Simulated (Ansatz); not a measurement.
# CH7BOSi: one species, many methods

Aim: compute CH7BOSi with functionals from several rungs and with coupled cluster, and see how far each lands from CCSD(T) at the basis-set limit for the atomisation energy.

Program: Ansatz 0.2.0, Gaussian basis. Level of theory: functionals in def2-TZVPP, the program's frozen cores in correlated methods. These are calculated values, not measurements.

The runs, in order: LDA (SPW92), PBE-D4, revPBE-D4, BLYP-D4, r2SCAN-D4, B97M-V, PBE0-D4, B3LYP-D4, r2SCANh-D4, r2SCAN0-D4, HSE06-D4, BHLYP-D4, CAM-B3LYP-D4, LC-ωPBE, ωB97X-V, ωB97M-V, B2PLYP, PBE-QIDH; CCSD(T)/def2-SVP; CCSD(T)/def2-TZVPP; MP2/def2-QZVPP; extrapolation to the limit; RPA on PBE.

## 1. Structure used throughout

An earlier PBE0-D4 in a triple-zeta def2 set relaxation fixed the geometry.

SMILES `COB[SiH3]`, 11 atoms, charge 0, spin multiplicity 1.

Atoms are counted from 1 here; the program's logs count them from 0.

Bond lengths: C1–O2 1.416 Å, C1–H5 1.091 Å, C1–H6 1.091 Å, C1–H7 1.093 Å, O2–B3 1.341 Å, B3–Si4 2.025 Å, B3–H8 1.208 Å, Si4–H9 1.492 Å, Si4–H10 1.492 Å, Si4–H11 1.489 Å. Angles: O2–C1–H5 108.7°, O2–C1–H6 108.7°, O2–C1–H7 111.1°, H5–C1–H6 108.8°, H5–C1–H7 109.8°, H6–C1–H7 109.8°, C1–O2–B3 122.5°, O2–B3–Si4 119.1°, O2–B3–H8 118.8°, Si4–B3–H8 122.1°, B3–Si4–H9 109.9°, B3–Si4–H10 110.0°, B3–Si4–H11 113.5°, H9–Si4–H10 106.8°, H9–Si4–H11 108.2°, H10–Si4–H11 108.3°.

## 2. LDA

This LDA is Slater exchange with PW92 correlation.

Input file in.yaml:

```yaml
crystal:
  periodic: [false, false, false]
  atoms:
    - {symbol: C, position_ang: [-1.637322, 1.189061, -0.641127]}
    - {symbol: O, position_ang: [-0.344493, 0.795358, -0.216932]}
    - {symbol: B, position_ang: [-0.033148, -0.479071, 0.058590]}
    - {symbol: Si, position_ang: [1.848436, -0.925009, 0.660778]}
    - {symbol: H, position_ang: [-1.553961, 1.668606, -1.617963]}
    - {symbol: H, position_ang: [-2.034741, 1.912308, 0.073104]}
    - {symbol: H, position_ang: [-2.308132, 0.328418, -0.707743]}
    - {symbol: H, position_ang: [-0.886638, -1.325977, -0.059417]}
    - {symbol: H, position_ang: [1.812086, -1.551811, 2.014318]}
    - {symbol: H, position_ang: [2.454585, -1.927912, -0.262569]}
    - {symbol: H, position_ang: [2.748626, 0.259229, 0.719662]}
basis:
  gaussian: {orbitals: def2-TZVPP}
hamiltonian: {xc: lda}
output: {orbitals: {seedname: orbitals}}
```

The run is started by

```console
> ansatz run in.yaml --threads 2 --pin off --events-out ev --progress --plain --max-ram 4352MiB
```

The runs that follow: PBE-D4 (GGA); revPBE-D4 (GGA); BLYP-D4 (GGA); r2SCAN-D4 (meta-GGA); B97M-V (meta-GGA); B3LYP-D4 (hybrid); r2SCANh-D4 (hybrid); r2SCAN0-D4 (hybrid); HSE06-D4 (hybrid); BHLYP-D4 (hybrid); CAM-B3LYP-D4 (range-separated); LC-ωPBE (range-separated); ωB97X-V (range-separated); ωB97M-V (range-separated); B2PLYP (double hybrid); PBE-QIDH (double hybrid); CCSD(T) in def2-SVP; CCSD(T) in def2-TZVPP; MP2 in def2-QZVPP; RPA on PBE orbitals.

Q: Predict the results of all the runs planned. Wanted: atomisation energy, CCSD(T)/CBS; farthest beyond LDA; mean size of error, GGA; mean size of error, meta-GGA; mean size of error, hybrid; mean size of error, range-separated; mean size of error, double hybrid; gap, smallest and largest; T1 diagnostic.

**Answer**, as computed:

| quantity | value |
| --- | --- |
| atomisation energy, CCSD(T)/CBS | 3863.3 kJ/mol |
| functionals within 19.3 kJ/mol (0.5 %) | BLYP-D4, r2SCAN-D4, PBE0-D4, B3LYP-D4, r2SCANh-D4, HSE06-D4, LC-ωPBE, ωB97M-V |
| farthest beyond LDA | BHLYP-D4 (-68.4 kJ/mol) |
| mean size of error, GGA | 28.5 kJ/mol |
| mean size of error, meta-GGA | 17.5 kJ/mol |
| mean size of error, hybrid | 21.4 kJ/mol |
| mean size of error, range-separated | 20.9 kJ/mol |
| mean size of error, double hybrid | 28.7 kJ/mol |
| gap, smallest and largest | 4.41 eV (LDA (SPW92)), 11.76 eV (LC-ωPBE) |
| T1 diagnostic | 0.0144 |
| triples share of the correlation energy | 3.5 % |

In words: The LDA atomisation energy is off by 498.0 kJ/mol (13 %): it overbinds. PBE-D4 is off by +40.2 kJ/mol. Double hybrids carry the basis error of their MP2 part in triple zeta, and no dispersion term here, so their miss is partly the set-up's. By mean error the best rung here is meta-GGA (17.5 kJ/mol) and the worst beyond LDA is double hybrid (28.7 kJ/mol). The gap between the best rungs is small, so their order is not settled. The reference freezes the cores and leaves out relativity and excitations past (T), so misses under about 19.3 kJ/mol can't be ranked. Hartree-Fock recovers 76 % of the binding; the rest is correlation. CCSD(T) in def2-SVP is off by -179.2 kJ/mol, so the small basis spoils what the method gains. The gap grows from 4.4 to 11.8 eV across the functionals, mostly with the share of exact exchange.
